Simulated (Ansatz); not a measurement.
This script makes relaxations under a series of pressures of Ti₃Si, space group Fm-3m with the Python package of Ansatz (0.2.0).

The script reads `ti3si.extxyz`:
```text
4
Lattice="0.0 3.144356 3.144356 3.144356 0.0 3.144356 3.144356 3.144356 0.0" Properties=species:S:1:pos:R:3 pbc="T T T"
Ti    4.71653400    4.71653400    4.71653400
Ti    1.57217800    1.57217800    1.57217800
Ti    0.00000000    0.00000000    0.00000000
Si    3.14435600    3.14435600    3.14435600
```

The script, `ti3si_compress.py`:
```python
import ansatz as az
import numpy as np

def edges_and_angles(cell):
    cell = np.asarray(cell)
    a, b, c = np.linalg.norm(cell, axis=1)
    cosines = cell[1] @ cell[2] / (b * c), cell[0] @ cell[2] / (a * c), cell[0] @ cell[1] / (a * b)
    return (a, b, c, *np.degrees(np.arccos(cosines)))

xtal = az.Crystal.from_extxyz("ti3si.extxyz")

job = xtal.calculation()
job = job.functional("lda")
job = job.basis(20 * az.Ha)
job = job.kpoints(spacing=0.23)
job = job.occupations(az.OccupationsMethod.FERMI_DIRAC)
job = job.scf(max_iterations=60)

rows = []
for pressure in [-2, 0, 2, 5, 10]:
    out = job.relax(cell=True, pressure=pressure, density_extrapolation="second_order").run(threads=1)
    cell = out.lattice.cell_ang
    n_atoms = len(out.lattice.sites)
    volume = abs(np.linalg.det(cell)) / n_atoms
    enthalpy = out.report["free_energy_ev"] / n_atoms + pressure * volume / 160.21766
    rows.append((pressure, volume, enthalpy, *edges_and_angles(cell)))
    print(f"{pressure} GPa done: {volume:.4f} A^3/atom")

print(" P (GPa)  V (A^3/atom)  H (eV/atom)     a       b       c")
for row in rows:
    print("{:8.1f} {:12.4f} {:14.5f} {:7.4f} {:7.4f} {:7.4f}".format(*row[:6]))
p, v = np.array([row[0] for row in rows], float), np.array([row[1] for row in rows])
print("mean bulk modulus between rows (GPa):", np.round(-np.diff(p) / np.diff(np.log(v)), 1))
```

Its results, one of them left out:

| P (GPa) | relaxed V (Å³/atom) |
| --- | --- |
| -2 | 14.725 |
| 0 | 14.529 |
| 2 | 14.339 |
| 5 | 14.079 |
| 10 | ? |

What volume does the cell relax to at 10 GPa?

Murnaghan's form V = V0 (1 + B' P / B0)^(-1/B') through the 4 rows shown gives V0 = 14.527 Å³, B0 = 151.0 GPa and B' = 3.42, and so 13.685 Å³ an atom at 10 GPa. The run gave 13.692 Å³, 0.05 % away.

Caveats:
- These settings explore the input space; cutoff and mesh may be short of convergence.
- Spin is left out of this run.
- At a fixed pressure a relaxation lowers the enthalpy F + PV, while F alone can rise.
- The mesh is modest for a metal, so energies can be off by several to tens of meV an atom and pressures by half a GPa or more; differences at equal mesh fare better.
- This cell is a computed structure, which may not be the phase found in nature.
- Symmetry holds the cell in this phase, whether or not it is the stable one at each pressure.
- It ran for 78 s on 1 thread of Intel(R) Xeon(R) Platinum 8375C CPU @ 2.90GHz (Ice Lake), with other jobs on the host, peak memory 0.48 GiB.
